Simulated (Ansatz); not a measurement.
# GaSiH3F2 (SMILES [F][Ga]([F])[SiH3]) at PBE0/6-31G(d) (spherical functions)

What is the electronic atomisation energy of GaSiH3F2 at PBE0/6-31G* (spherical functions)? 

The calculation is run with Ansatz 0.2.0.

78 further runs of the same task are left out: 1 that didn't finish, 77 set aside as unsound or not needed. Runs told in other sessions of the task aren't counted.

## 1. The structure to begin with

GaSiH3F2: 7 atoms, total charge 0, spin state singlet. SMILES: `[F][Ga]([F])[SiH3]`. The coordinates come from a PBE0-D4/def2-TZVP relaxation.

Bond lengths: F1–Ga2 1.750 Å, Ga2–F3 1.749 Å, Ga2–Si4 2.387 Å, Si4–H5 1.483 Å, Si4–H6 1.483 Å, Si4–H7 1.484 Å. Angles: F1–Ga2–F3 110.4°, F1–Ga2–Si4 124.5°, F3–Ga2–Si4 125.2°, Ga2–Si4–H5 109.3°, Ga2–Si4–H6 108.8°, Ga2–Si4–H7 107.8°, H5–Si4–H6 110.6°, H5–Si4–H7 110.2°, H6–Si4–H7 110.0°.

## 2. The energy at PBE0/6-31G(d) (spherical functions)

molecule.yaml

```yaml
basis:
  gaussian: {orbitals: 6-31G_st_-spherical.json}
crystal:
  periodic: [false, false, false]
  atoms:
    - symbol: F
      position_ang: [0.337700, -1.716900, 2.042000]
    - symbol: Ga
      position_ang: [0.749800, -0.872200, 0.566000]
    - symbol: F
      position_ang: [2.304600, -1.409500, -0.029300]
    - symbol: Si
      position_ang: [-0.636100, 0.761900, -0.486900]
    - symbol: H
      position_ang: [0.191200, 1.594100, -1.392900]
    - symbol: H
      position_ang: [-1.267600, 1.599600, 0.561500]
    - symbol: H
      position_ang: [-1.679500, 0.043100, -1.260400]
hamiltonian: {xc: pbe0}
accuracy: high
output: {orbitals: {seedname: orbitals}}
```

The basis set 6-31G* is read from a file made from the Basis Set Exchange's data (not shown).

Command:

```bash
$ ansatz run molecule.yaml --threads 1 --pin off --max-ram 3480MiB --events-out events.jsonl --progress --plain --runs-dir runs
```

Log:

```text
Warning: RAYON_NUM_THREADS=1 ignored (pool sized by the plan → 1); use --threads N
Functional definition: PBE0
  name "PBE0"
  parameter a = 0.25
  parameter kappa = 0.804
  parameter beta = 0.06672455060314922
  exchange = (1 - a)*pbe_x(kappa = kappa, mu = beta*pi^2/3) + a*exact_x
  correlation = pbe_c(beta = beta)
1770 factors; integrals over basis functions are off by at most 5.7e-9 eV
mean field evaluation 1: about -65712.7964 eV, gradient 5.0e1 eV
mean field evaluation 2: about -65701.9999 eV, gradient 9.7e1 eV
mean field evaluation 4: about -65716.6903 eV, gradient 2.2e0 eV
mean field evaluation 8: about -65716.8248 eV, gradient 1.7e-1 eV
mean field evaluation 16: about -65716.8248 eV, gradient 1.5e-5 eV
mean field -65716.82484735 eV, -2415.0487686765 hartree, gradient 4.2e-8 eV, S^2 0.000000; 0 other end points of the search recorded, 0 dependent functions left out
reference -65716.82485091 eV, -2415.0487688073 hartree; 33, 33 occupied and 51, 51 virtual orbitals, 1770 factors
Total energy: -65716.82485091 eV, -2415.0487688073 hartree
```

Wall time 14 s (1 thread of Arm Neoverse N1, shared host); peak memory 0.3 GiB.

## 3. The F atom, same level

input.yaml

```yaml
crystal:
  periodic: [false, false, false]
  atoms:
    - symbol: F
      position_ang: [0.000000, 0.000000, 0.000000]
basis:
  gaussian: {orbitals: 6-31G_st_-spherical.json}
magnetization: {spin_polarized: true, initial_magnetization: 1}
hamiltonian: {xc: {name: PBE0}}
accuracy: high
```

The basis set 6-31G* is read from a file made from the Basis Set Exchange's data (not shown).

Run the same way, it converges to -99.62354 Eh (log not shown).

## 4. The Ga atom at the same level

run.yaml

```yaml
basis:
  gaussian:
    orbitals: 6-31G_st_-spherical.json
crystal:
  periodic: [false, false, false]
  atoms:
    - symbol: Ga
      position_ang: [0.000000, 0.000000, 0.000000]
magnetization:
  spin_polarized: true
  initial_magnetization: 1
hamiltonian:
  xc: pbe0
accuracy: high
```

The basis set 6-31G* is read from a file made from the Basis Set Exchange's data (not shown).

Run the same way, it converges to -1924.27956 Eh (log not shown).

## 5. The H atom

run.yaml

```yaml
crystal:
  periodic: [false, false, false]
  atoms:
    - symbol: H
      position_ang: [0.000000, 0.000000, 0.000000]
basis:
  gaussian:
    orbitals: "6-31G*"
magnetization:
  spin_polarized: true
  initial_magnetization: 1
hamiltonian:
  xc: {name: PBE0}
accuracy: high
```

Run the same way, it converges to -0.49911 Eh (log not shown).

## 6. The Si atom

molecule.yaml

```yaml
crystal:
  periodic: [false, false, false]
  atoms:
    - {symbol: Si, position_ang: [0.000000, 0.000000, 0.000000]}
basis:
  gaussian:
    orbitals: 6-31G_st_-spherical.json
total_charge: 0
magnetization:
  spin_polarized: true
  initial_magnetization: 2
hamiltonian:
  xc: {name: PBE0}
accuracy: high
```

The basis set 6-31G* is read from a file made from the Basis Set Exchange's data (not shown).

Run the same way, it converges to -289.22845 Eh (log not shown).

## 7. Results

Level: PBE0/6-31G* (spherical functions).

| quantity | value |
| --- | --- |
| molecule: total energy | -2415.04877 Eh |
| molecule: HOMO energy | -8.96 eV |
| molecule: LUMO energy | -1.54 eV |
| molecule: HOMO–LUMO gap | 7.42 eV |
| F atom: total energy | -99.62354 Eh |
| F atom: ⟨S²⟩ | 0.751 |
| Ga atom: total energy | -1924.27956 Eh |
| Ga atom: ⟨S²⟩ | 0.753 |
| H atom: total energy | -0.49911 Eh |
| H atom: ⟨S²⟩ | 0.750 |
| Si atom: total energy | -289.22845 Eh |
| Si atom: ⟨S²⟩ | 2.002 |
| electronic atomisation energy | 21.670 eV |

Taking the molecule apart into free atoms costs 21.67 eV (500 kcal/mol), before zero-point energy and without spin-orbit coupling.
